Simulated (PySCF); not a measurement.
# C8H10S (2,5-dimethylthiophenol): the cost of one run

Computed with PySCF 2.14.0, with density-fitted response routines of our own, on a single molecule, in the gas phase or a continuum. Atoms count from 0, in the outputs and in this text.

## (1) The molecule as given

19 atoms, charge 0, multiplicity 1; geometry from: GFN2-xTB. The atoms were then displaced at random by about 0.01 Å, so the start is not that level's minimum.

Bonds of the start (Å): C0–C1 1.52, C1–C2 1.39, C2–C3 1.33, C3–C4 1.41, C4–C5 1.50, C4–C6 1.41, C6–S7 1.78, C6–C8 1.38, C8–C1 1.39, C0–H9 1.09, C0–H10 1.11, C0–H11 1.06, C2–H12 1.07, C3–H13 1.09, C5–H14 1.08, C5–H15 1.10, C5–H16 1.08, S7–H17 1.34, C8–H18 1.06.

## (2) Relaxing the molecule at PBE0-D3(BJ)/def2-SVP

The job: settings as JSON, then the geometry in Å.

```
{"job": {"xc": "PBE0", "basis": "def2-SVP", "d3": "d3bj", "grid": 1, "shake": 0.01, "kind": "geom"}, "charge": 0, "multiplicity": 1}
C      2.995290     0.628670     0.332360
C      1.535660     0.262200     0.128330
C      1.174190    -1.008560    -0.312520
C     -0.100310    -1.359630    -0.450730
C     -1.168530    -0.482080    -0.180280
C     -2.597400    -0.904320    -0.314460
C     -0.800540     0.806840     0.243560
S     -1.990860     2.068060     0.632170
C      0.520200     1.172520     0.415120
H      3.279680     0.423760     1.359470
H      3.108050     1.717040     0.173680
H      3.628070     0.102850    -0.342400
H      1.939640    -1.716310    -0.536580
H     -0.398590    -2.357430    -0.771330
H     -3.079010    -0.416220    -1.152690
H     -3.158800    -0.669110     0.599850
H     -2.642180    -1.969220    -0.491380
H     -3.029450     1.547010    -0.040160
H      0.754160     2.160980     0.728740
```

Started as:

```
> OMP_NUM_THREADS=1 python probes_run.py task.json out
```

The driver reads the jobs from task.json and runs them one after another.

Q: Estimate the wall time and peak memory of this first job on 1 thread of Arm Neoverse V1, shared host.

About 2.7 min, with a peak of 0.74 GiB.
